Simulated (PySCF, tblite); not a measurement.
# C₃H₁₆Si₄: infrared bands, NMR shifts, electronic excitations and K edges in gas and solvents, part 2 of 2

tblite 0.8.0 and PySCF 2.14.0. Atoms count from 0.

## Step 6: TDDFT and polarisability: wB97X-D/def2-SVPD

Job settings and geometry (Å):

```
{"job": {"kind": "uv", "xc": "wB97X-D", "basis": "def2-SVPD", "ip": true}, "charge": 0, "multiplicity": 1}
C     -2.281978    -1.669724     0.469649
C     -1.374721    -0.452632     0.298514
C     -2.121496     0.857842     0.539460
Si    -0.524613    -0.459730    -1.402046
Si     0.944188     1.366092    -1.550147
Si     2.132134     1.432598     0.472712
Si     3.114655    -0.670967     0.809861
H     -1.730892    -2.615312     0.352365
H     -3.099180    -1.666805    -0.270717
H     -2.747022    -1.677582     1.470139
H     -0.551740    -0.526029     1.034645
H     -1.456626     1.734266     0.474121
H     -2.584163     0.870508     1.540469
H     -2.929607     1.000698    -0.196876
H     -1.553487    -0.409624    -2.491737
H      0.269755    -1.718706    -1.576551
H      1.914473     1.190454    -2.677449
H      0.204535     2.651553    -1.762642
H      3.180969     2.501153     0.475812
H      1.180289     1.708787     1.597298
H      2.038918    -1.709602     0.874856
H      3.903967    -0.720987     2.079051
H      4.017725    -0.998305    -0.336473
```

Level: TDDFT wB97X-D/def2-SVPD, vertical, gas phase, core orbitals frozen in the response.

Output:

```text
coarse grid: 19680 points
cycle   1  E = -1281.2278508901  dE = -9.741e-02  |g| = 2.628e-01  |ddm| = 5.649e+00
cycle   2  E = -1281.2465482618  dE = -1.870e-02  |g| = 1.583e-01  |ddm| = 8.317e-01
cycle   3  E = -1281.2535442718  dE = -6.996e-03  |g| = 4.191e-02  |ddm| = 3.348e-01
cycle   4  E = -1281.2541194882  dE = -5.752e-04  |g| = 1.052e-02  |ddm| = 1.249e-01
cycle   5  E = -1281.2541557717  dE = -3.628e-05  |g| = 2.624e-03  |ddm| = 3.055e-02
cycle   6  E = -1281.2541584174  dE = -2.646e-06  |g| = 7.054e-04  |ddm| = 9.430e-03
final grid: 167280 points
cycle   7  E = -1281.4277559610  dE = -9.550e-05  |g| = 2.872e-03  |ddm| = 1.372e-01
cycle   8  E = -1281.4277587410  dE = -2.780e-06  |g| = 1.097e-03  |ddm| = 1.964e-02
cycle   9  E = -1281.4277590673  dE = -3.263e-07  |g| = 4.731e-04  |ddm| = 4.003e-03
cycle  10  E = -1281.4277591406  dE = -7.325e-08  |g| = 8.948e-05  |ddm| = 1.448e-03
cycle  11  E = -1281.4277591439  dE = -3.317e-09  |g| = 2.447e-05  |ddm| = 3.999e-04
cycle  12  E = -1281.4277591442  dE = -2.979e-10  |g| = 8.383e-06  |ddm| = 1.012e-04
converged SCF energy = -1281.4277591442

Static polarisability (au): isotropic 156.991, principal 142.258 156.513 172.202

Singlet excitations
state   eV       nm        f      main configurations
  1   6.5348    189.7   0.02932   H->L+1 0.62, H->L 0.12, H->L+4 0.09
  2   6.6662    186.0   0.06846   H->L 0.52, H->L+3 0.17, H-1->L+3 0.10
  3   6.9829    177.6   0.05524   H-1->L 0.20, H->L+3 0.20, H->L 0.13
  4   7.0457    176.0   0.03942   H-1->L 0.38, H-1->L+1 0.27, H-2->L+1 0.09
  5   7.1455    173.5   0.11075   H-1->L+1 0.41, H->L+3 0.22, H-1->L 0.13
  6   7.2616    170.7   0.06230   H->L+2 0.65, H-1->L+2 0.10
  7   7.2907    170.1   0.10204   H->L+4 0.63, H->L+1 0.10
  8   7.4516    166.4   0.01654   H-1->L+3 0.23, H-2->L+1 0.10, H->L+3 0.09
  9   7.5021    165.3   0.03899   H-1->L+3 0.22, H-2->L 0.18, H-1->L+4 0.16
 10   7.5179    164.9   0.19359   H-2->L 0.54, H-1->L+2 0.14

Triplet excitations (Tamm-Dancoff, eV): 5.8426 5.9583 6.2308 6.3340
Vertical ionisation energy (delta-SCF) = 9.3924 eV
```

It took 16 min on 1 thread of Arm Neoverse N1, shared host; peak memory 1.5 GiB.

The orbitals next to the gap, with their largest atomic shares:

```csv
orbital,eV,atoms
HOMO−3,-10.84,"Si5 19 %, Si4 17 %, H19 10 %"
HOMO−2,-10.16,"C1 15 %, Si3 14 %, Si5 14 %"
HOMO−1,-9.73,"Si5 16 %, Si4 15 %, Si6 14 %"
HOMO,-9.43,"Si4 31 %, Si3 20 %, Si5 20 %"
LUMO,1.45,"Si5 18 %, Si4 16 %, Si3 15 %"
LUMO+1,1.47,"Si4 23 %, Si6 17 %, Si5 15 %"
LUMO+2,1.73,"Si5 19 %, Si6 17 %, Si4 13 %"
```

With each of the 10 states as a Gaussian band of 0.4 eV half-width at 1/e, the curve within the window shown has maxima at 170 nm (ε 21,000) L/(mol cm). Beyond the last state computed it falls off for lack of states. The curve at chosen wavelengths:

```csv
nm,ε (L/mol/cm)
159,7028
161,10378
163,13868
165,16978
167,19261
169,20460
171,20539
173,19645
175,18045
177,16046
179,13927
181,11897
183,10071
185,8482
187,7112
189,5916
191,4856
193,3911
195,3074
197,2349
199,1742
201,1251
203,871
205,588
207,384
209,244
```

Further results of this job:

```csv
property,computed
dipole moment (D),0.83
polarisability (Å³),23.26
HOMO–LUMO gap (eV),10.88
−ε(HOMO) (eV),9.43
```

## Step 7: Shielding tensors: KT3/pcSseg-1

Same as in step 6 but for these lines:

```diff
@@ -1,2 +1,2 @@
-{"job": {"kind": "uv", "xc": "wB97X-D", "basis": "def2-SVPD", "ip": true}, "charge": 0, "multiplicity": 1}
+{"job": {"kind": "nmr", "xc": "KT3", "basis": "pcSseg-1", "pop": false}, "charge": 0, "multiplicity": 1}
 C     -2.281978    -1.669724     0.469649
```

Level: GIAO KT3/pcSseg-1 NMR shielding, non-relativistic, gas phase.

Output:

```text
coarse grid: 19680 points
cycle   1  E = -1292.9451514975  dE = -1.935e-01  |g| = 4.999e-01  |ddm| = 4.116e+00
cycle   2  E = -1292.8461746733  dE =  9.898e-02  |g| = 7.704e-01  |ddm| = 1.405e+00
cycle   3  E = -1293.0150701323  dE = -1.689e-01  |g| = 9.870e-02  |ddm| = 9.663e-01
cycle   4  E = -1293.0175358863  dE = -2.466e-03  |g| = 3.629e-02  |ddm| = 1.607e-01
cycle   5  E = -1293.0178816850  dE = -3.458e-04  |g| = 6.497e-03  |ddm| = 4.174e-02
cycle   6  E = -1293.0178917087  dE = -1.002e-05  |g| = 1.413e-03  |ddm| = 8.811e-03
cycle   7  E = -1293.0178923500  dE = -6.413e-07  |g| = 4.806e-04  |ddm| = 3.062e-03
final grid: 167280 points
cycle   8  E = -1293.0929464834  dE = -2.325e-04  |g| = 1.951e-02  |ddm| = 5.097e-02
cycle   9  E = -1293.0929424921  dE =  3.991e-06  |g| = 1.276e-02  |ddm| = 2.169e-02
cycle  10  E = -1293.0929643085  dE = -2.182e-05  |g| = 5.217e-03  |ddm| = 1.900e-02
cycle  11  E = -1293.0929730123  dE = -8.704e-06  |g| = 5.815e-04  |ddm| = 6.889e-03
cycle  12  E = -1293.0929731198  dE = -1.075e-07  |g| = 1.225e-04  |ddm| = 1.012e-03
cycle  13  E = -1293.0929731245  dE = -4.740e-09  |g| = 3.555e-05  |ddm| = 2.547e-04
cycle  14  E = -1293.0929731250  dE = -4.238e-10  |g| = 8.141e-06  |ddm| = 6.095e-05
converged SCF energy = -1293.0929731250

GIAO shielding tensors (ppm)
atom      isotropic    diamagn.    paramagn.     s11        s22        s33       span
  0 C      158.665     245.044     -86.379    142.435    149.856    183.704     41.269
  1 C      165.693     253.587     -87.894    157.272    168.220    171.587     14.316
  2 C      160.448     248.636     -88.188    146.500    153.580    181.265     34.765
  3 Si     419.693     885.189    -465.496    382.604    393.798    482.677    100.073
  4 Si     475.641     884.665    -409.024    466.538    478.820    481.567     15.029
  5 Si     475.284     884.256    -408.972    466.836    479.234    479.783     12.948
  6 Si     465.988     882.808    -416.820    459.943    462.566    475.455     15.512
  7 H       29.935      30.018      -0.082     25.341     28.292     36.173     10.832
  8 H       30.379      29.023       1.356     26.740     28.385     36.013      9.272
  9 H       30.003      28.825       1.178     25.776     27.270     36.964     11.188
 10 H       30.280      36.733      -6.453     25.869     29.004     35.968     10.099
 11 H       30.094      33.103      -3.008     24.859     30.710     34.714      9.855
 12 H       30.121      30.464      -0.343     26.420     27.064     36.880     10.460
 13 H       30.514      30.757      -0.243     27.275     28.233     36.032      8.757
 14 H       27.680      31.309      -3.629     24.289     26.150     32.600      8.312
 15 H       27.450      32.116      -4.667     24.685     26.027     31.637      6.951
 16 H       28.019      30.706      -2.687     24.711     25.487     33.859      9.148
 17 H       27.774      30.868      -3.093     24.486     25.520     33.316      8.830
 18 H       27.803      29.643      -1.840     24.104     25.152     34.153     10.049
 19 H       27.916      31.836      -3.920     24.296     27.279     32.172      7.876
 20 H       27.837      31.335      -3.498     23.696     28.101     31.713      8.017
 21 H       27.706      28.903      -1.196     24.419     24.989     33.710      9.291
 22 H       27.869      29.589      -1.719     24.639     26.018     32.951      8.313
```

It took 1.7 min on 1 thread of Arm Neoverse N1, shared host; peak memory 0.97 GiB.

This run: δ C0 22.7, C1 16.6, Si3 -54.2, Si6 -100.5, H14 3.76, H20 3.52 ppm (means over like atoms).

## Step 8: Shielding tensors: PBE0/pcSseg-1 in methanol

Same as in step 7 but for these lines:

```diff
@@ -1,2 +1,2 @@
-{"job": {"kind": "nmr", "xc": "KT3", "basis": "pcSseg-1", "pop": false}, "charge": 0, "multiplicity": 1}
+{"job": {"kind": "nmr", "xc": "PBE0", "basis": "pcSseg-1", "solvent": "methanol", "pop": true}, "charge": 0, "multiplicity": 1}
 C     -2.281978    -1.669724     0.469649
```

With the program's defaults for keys left out, this is: GIAO PBE0/pcSseg-1 NMR shielding, non-relativistic, IEF-PCM methanol.

Output:

```text
coarse grid: 19680 points
cycle   1  E = -1281.1425296145  dE = -1.387e-01  |g| = 3.543e-01  |ddm| = 4.057e+00
cycle   2  E = -1281.1328922849  dE =  9.637e-03  |g| = 4.044e-01  |ddm| = 6.892e-01
cycle   3  E = -1281.1762968299  dE = -4.340e-02  |g| = 3.868e-02  |ddm| = 3.940e-01
cycle   4  E = -1281.1765862966  dE = -2.895e-04  |g| = 1.747e-02  |ddm| = 4.672e-02
cycle   5  E = -1281.1766561905  dE = -6.989e-05  |g| = 3.926e-03  |ddm| = 1.653e-02
cycle   6  E = -1281.1766596091  dE = -3.419e-06  |g| = 3.062e-04  |ddm| = 3.622e-03
final grid: 167280 points
cycle   7  E = -1281.2150944650  dE = -3.674e-05  |g| = 6.669e-03  |ddm| = 3.398e-02
cycle   8  E = -1281.2150892482  dE =  5.217e-06  |g| = 7.956e-03  |ddm| = 1.301e-02
cycle   9  E = -1281.2151058720  dE = -1.662e-05  |g| = 5.537e-04  |ddm| = 7.115e-03
cycle  10  E = -1281.2151059287  dE = -5.666e-08  |g| = 2.089e-04  |ddm| = 6.249e-04
cycle  11  E = -1281.2151059392  dE = -1.050e-08  |g| = 3.320e-05  |ddm| = 1.885e-04
cycle  12  E = -1281.2151059394  dE = -2.369e-10  |g| = 8.592e-06  |ddm| = 5.850e-05
converged SCF energy = -1281.2151059394

GIAO shielding tensors (ppm)
atom      isotropic    diamagn.    paramagn.     s11        s22        s33       span
  0 C      162.234     245.345     -83.111    146.061    153.964    186.678     40.617
  1 C      171.460     252.543     -81.083    162.480    174.150    177.749     15.269
  2 C      164.005     248.885     -84.880    149.774    158.024    184.216     34.441
  3 Si     406.714     882.640    -475.926    367.570    376.934    475.637    108.067
  4 Si     468.853     882.412    -413.560    459.092    470.209    477.257     18.165
  5 Si     468.440     881.988    -413.548    459.245    470.601    475.475     16.230
  6 Si     456.516     880.641    -424.125    451.088    453.960    464.500     13.412
  7 H       29.925      29.528       0.397     24.979     28.215     36.582     11.603
  8 H       30.308      28.989       1.318     26.351     28.226     36.346      9.995
  9 H       29.940      28.734       1.206     25.381     27.132     37.308     11.926
 10 H       30.290      35.585      -5.296     25.599     28.827     36.442     10.843
 11 H       30.125      32.324      -2.199     24.549     30.665     35.162     10.614
 12 H       30.033      30.344      -0.312     25.982     26.886     37.229     11.247
 13 H       30.437      30.654      -0.217     26.954     27.977     36.379      9.426
 14 H       27.576      31.007      -3.432     24.061     25.988     32.678      8.616
 15 H       27.382      31.532      -4.150     24.543     25.881     31.723      7.180
 16 H       27.933      30.348      -2.415     24.488     25.283     34.029      9.541
 17 H       27.677      30.408      -2.730     24.244     25.335     33.453      9.209
 18 H       27.696      29.405      -1.709     23.855     24.929     34.303     10.448
 19 H       27.766      31.048      -3.282     23.964     27.096     32.237      8.272
 20 H       27.676      30.541      -2.865     23.378     27.944     31.706      8.328
 21 H       27.565      28.602      -1.037     24.148     24.750     33.796      9.648
 22 H       27.745      29.222      -1.477     24.381     25.823     33.031      8.649
```

Wall time 91 s (1 thread of Arm Neoverse N1, shared host); peak memory 1.3 GiB.

Key values: δ C0 22.3, C1 14.0, Si3 -54.9, Si6 -104.7, H14 3.76, H20 3.58 ppm (means over like atoms).

## Step 9: Nuclear shieldings: PBE0/pcSseg-1 in water

Same as in step 8 but for these lines:

```diff
@@ -1,2 +1,2 @@
-{"job": {"kind": "nmr", "xc": "PBE0", "basis": "pcSseg-1", "solvent": "methanol", "pop": true}, "charge": 0, "multiplicity": 1}
+{"job": {"kind": "nmr", "xc": "PBE0", "basis": "pcSseg-1", "solvent": "water", "pop": false}, "charge": 0, "multiplicity": 1}
 C     -2.281978    -1.669724     0.469649
```

With the program's defaults for keys left out, this is: GIAO PBE0/pcSseg-1 NMR shielding, non-relativistic, IEF-PCM water.

Output:

```text
coarse grid: 19680 points
cycle   1  E = -1281.1425876914  dE = -1.388e-01  |g| = 3.542e-01  |ddm| = 4.057e+00
cycle   2  E = -1281.1330507682  dE =  9.537e-03  |g| = 4.039e-01  |ddm| = 6.886e-01
cycle   3  E = -1281.1763376691  dE = -4.329e-02  |g| = 3.856e-02  |ddm| = 3.929e-01
cycle   4  E = -1281.1766249451  dE = -2.873e-04  |g| = 1.743e-02  |ddm| = 4.654e-02
cycle   5  E = -1281.1766945181  dE = -6.957e-05  |g| = 3.917e-03  |ddm| = 1.648e-02
cycle   6  E = -1281.1766979209  dE = -3.403e-06  |g| = 3.049e-04  |ddm| = 3.620e-03
final grid: 167280 points
cycle   7  E = -1281.2151333929  dE = -3.677e-05  |g| = 6.668e-03  |ddm| = 3.398e-02
cycle   8  E = -1281.2151282200  dE =  5.173e-06  |g| = 7.945e-03  |ddm| = 1.300e-02
cycle   9  E = -1281.2151447967  dE = -1.658e-05  |g| = 5.520e-04  |ddm| = 7.095e-03
cycle  10  E = -1281.2151448530  dE = -5.629e-08  |g| = 2.089e-04  |ddm| = 6.239e-04
cycle  11  E = -1281.2151448635  dE = -1.050e-08  |g| = 3.349e-05  |ddm| = 1.902e-04
cycle  12  E = -1281.2151448637  dE = -2.474e-10  |g| = 8.615e-06  |ddm| = 5.990e-05
converged SCF energy = -1281.2151448637

GIAO shielding tensors (ppm)
atom      isotropic    diamagn.    paramagn.     s11        s22        s33       span
  0 C      162.255     245.357     -83.102    146.080    153.982    186.702     40.623
  1 C      171.467     252.537     -81.070    162.494    174.165    177.742     15.248
  2 C      164.029     248.897     -84.868    149.798    158.047    184.242     34.443
  3 Si     406.702     882.640    -475.938    367.563    376.901    475.642    108.079
  4 Si     468.831     882.413    -413.582    459.054    470.207    477.233     18.179
  5 Si     468.402     881.985    -413.583    459.182    470.584    475.440     16.258
  6 Si     456.498     880.640    -424.142    451.064    453.924    464.505     13.440
  7 H       29.925      29.530       0.396     24.978     28.215     36.583     11.605
  8 H       30.307      28.990       1.317     26.350     28.226     36.346      9.996
  9 H       29.939      28.734       1.205     25.379     27.131     37.307     11.928
 10 H       30.283      35.578      -5.295     25.591     28.819     36.437     10.846
 11 H       30.124      32.325      -2.201     24.546     30.663     35.163     10.617
 12 H       30.031      30.344      -0.312     25.980     26.884     37.229     11.250
 13 H       30.436      30.654      -0.218     26.952     27.977     36.379      9.427
 14 H       27.578      31.012      -3.433     24.065     25.991     32.678      8.613
 15 H       27.385      31.537      -4.152     24.546     25.884     31.724      7.178
 16 H       27.935      30.351      -2.416     24.491     25.286     34.029      9.538
 17 H       27.678      30.410      -2.731     24.246     25.336     33.453      9.207
 18 H       27.697      29.405      -1.708     23.857     24.931     34.303     10.446
 19 H       27.763      31.045      -3.282     23.961     27.094     32.235      8.273
 20 H       27.675      30.542      -2.867     23.377     27.943     31.705      8.328
 21 H       27.566      28.603      -1.037     24.150     24.751     33.796      9.646
 22 H       27.747      29.225      -1.477     24.384     25.826     33.031      8.647
```

Wall time 89 s (1 thread of Arm Neoverse N1, shared host); peak memory 1.3 GiB.

This run: δ C0 22.4, C1 14.0, Si3 -54.9, Si6 -104.7, H14 3.76, H20 3.58 ppm (means over like atoms).

## Step 10: Core excitations: BHandHLYP/def2-SVPD+aug-pcX-1+pcseg-1

Same as in step 9 but for these lines:

```diff
@@ -1,2 +1,2 @@
-{"job": {"kind": "nmr", "xc": "PBE0", "basis": "pcSseg-1", "solvent": "water", "pop": false}, "charge": 0, "multiplicity": 1}
+{"job": {"kind": "xas", "xc": "BHandHLYP", "basis": {"default": "aug-pcX-1", "H": "pcseg-1", "Si": "def2-SVPD"}}, "charge": 0, "multiplicity": 1}
 C     -2.281978    -1.669724     0.469649
```

With the program's defaults for keys left out, this is: core-valence-separated TDA BHandHLYP/aug-pcX-1 H:pcseg-1 Si:def2-SVPD, K edges, non-relativistic, gas phase.

Output:

```text
coarse grid: 19680 points
cycle   1  E = -1281.2997036481  dE = -1.107e-01  |g| = 3.032e-01  |ddm| = 4.855e+00
cycle   2  E = -1281.3222802753  dE = -2.258e-02  |g| = 1.950e-01  |ddm| = 6.523e-01
cycle   3  E = -1281.3321206696  dE = -9.840e-03  |g| = 5.749e-02  |ddm| = 3.102e-01
cycle   4  E = -1281.3330286669  dE = -9.080e-04  |g| = 1.197e-02  |ddm| = 8.726e-02
cycle   5  E = -1281.3330670972  dE = -3.843e-05  |g| = 2.721e-03  |ddm| = 1.943e-02
cycle   6  E = -1281.3330691391  dE = -2.042e-06  |g| = 5.143e-04  |ddm| = 4.196e-03
final grid: 167280 points
cycle   7  E = -1281.4484803279  dE = -4.508e-05  |g| = 2.632e-03  |ddm| = 4.811e-02
cycle   8  E = -1281.4484807969  dE = -4.690e-07  |g| = 2.166e-03  |ddm| = 6.617e-03
cycle   9  E = -1281.4484819947  dE = -1.198e-06  |g| = 2.335e-04  |ddm| = 2.653e-03
cycle  10  E = -1281.4484820083  dE = -1.367e-08  |g| = 1.123e-04  |ddm| = 5.028e-04
cycle  11  E = -1281.4484820114  dE = -3.119e-09  |g| = 1.188e-05  |ddm| = 1.483e-04
cycle  12  E = -1281.4484820115  dE = -7.503e-11  |g| = 4.933e-06  |ddm| = 4.739e-05
converged SCF energy = -1281.4484820115

C K edge
   eV          f      from atoms
  285.356   0.00939   C0
  285.426   0.01290   C2 C1
  285.437   0.01115   C1
  285.870   0.02932   C1
  286.115   0.02910   C2
  286.153   0.02969   C0
  286.198   0.02843   C0
  286.220   0.03065   C2
  286.372   0.00058   C1
  286.433   0.00205   C2
  286.482   0.00377   C0
  286.565   0.00419   C1
  286.698   0.00100   C1
  286.709   0.00073   C2
  286.922   0.00443   C1
  286.928   0.00116   C0
```

Wall time 71 s (1 thread of Arm Neoverse N1, shared host); peak memory 1.2 GiB.

## Step 11: Comparing the runs: NMR shifts

Shifts (ppm) of some atoms, chosen among heavy atoms and hydrogens apart, means over like atoms, with basis size and wall time:

```csv
run,C1,H14,H10,Si3,Si6,Si5,Si4,functions,time
PBE0/pcSseg-1,13.0,3.86,0.82,-55.1,-105.1,-117.5,-117.5,227,87 s
KT3/pcSseg-1,16.6,3.76,1.04,-54.2,-100.5,-109.8,-110.1,227,1.7 min
PBE0/pcSseg-1 in methanol,14.0,3.76,0.95,-54.9,-104.7,-116.7,-117.1,227,91 s
PBE0/pcSseg-1 in water,14.0,3.76,0.96,-54.9,-104.7,-116.6,-117.1,227,89 s
```

The continuum's effect on the ground state:

```csv
solvent,ε,polarisation energy (Eh),μ (D)
methanol,32.61,-0.0014,1.10
water,78.36,-0.0014,1.11
```

## Step 12: Results

This closing draws on all 2 parts.

```
                                                               quantity                                                  value
                              strongest single infrared mode (GFN2-xTB)                                  2176 cm⁻¹, 667 km/mol
                                           zero-point energy (GFN2-xTB)                                         103.8 kcal/mol
                                                            point group                                                     C1
                                   rotational constants (main isotopes)                                   1.39, 0.66, 0.58 GHz
13C shifts against TMS (PBE0/pcSseg-1, means over atoms taken as alike)                                         22.0, 13.0 ppm
 1H shifts against TMS (PBE0/pcSseg-1, means over atoms taken as alike)                 3.86, 3.62, 3.53, 3.50, 1.10, 0.82 ppm
                                29Si shifts against TMS (PBE0/pcSseg-1)                      -55.1, -105.1, -117.5, -117.5 ppm
                                     lowest singlet (wB97X-D/def2-SVPD)                            6.53 eV (190 nm), f = 0.029
                               brightest single state of those computed                           state 10, 7.52 eV, f = 0.194
                                                         lowest triplet                                                5.84 eV
                                      vertical ionisation energy (ΔSCF)                                                9.39 eV
                                                               C K edge  first line 285.36 eV, strongest 286.22 eV (f = 0.031)
                          range of the shift of C1 (PBE0/pcSseg-1 runs)                                       13.0 to 14.0 ppm
```

Relaxing lowered the energy by 0.195 eV in 218 steps; the close pair that moved most is Si4–Si5, from 2.282 to 2.329 Å (GFN2-xTB). All 63 modes are real, so the xTB geometry is a minimum. The strongest single mode, at 2176 cm⁻¹, moves mainly H14 and H15. GFN2-xTB is a fitted tight-binding method: band positions and strengths are rough. Its intensities can rank the bands wrongly. At PBE0/pcSseg-1: The largest span, 108 ppm, is at Si3, where the paramagnetic term is -476 ppm. The first singlet state (HOMO→LUMO+1 0.62, HOMO→LUMO 0.12) lies at 6.53 eV and is weak; of the 10 states computed, the strongest absorption comes from states 9 to 10 together at 7.52 eV (the last computed, so partners may be missing). The lowest triplet lies 0.69 eV below the lowest singlet (triplets in Tamm-Dancoff, singlets in full TDDFT). ΔSCF puts the ionisation energy at 9.39 eV, 0.04 eV below −ε(HOMO). Absolute edge energies from this method are off by several eV; spacings are better. At one level, PBE0/pcSseg-1: In ppm, C1 moves most: its shift spreads over 1.0 ppm, from 13.0 (PBE0/pcSseg-1) to 14.0 (PBE0/pcSseg-1 in water). Most of that comes from the computed reference, not from the atom's own shielding. The continuum holds electrostatics alone: no hydrogen bonds to the solvent, and the gas-phase geometry is kept.
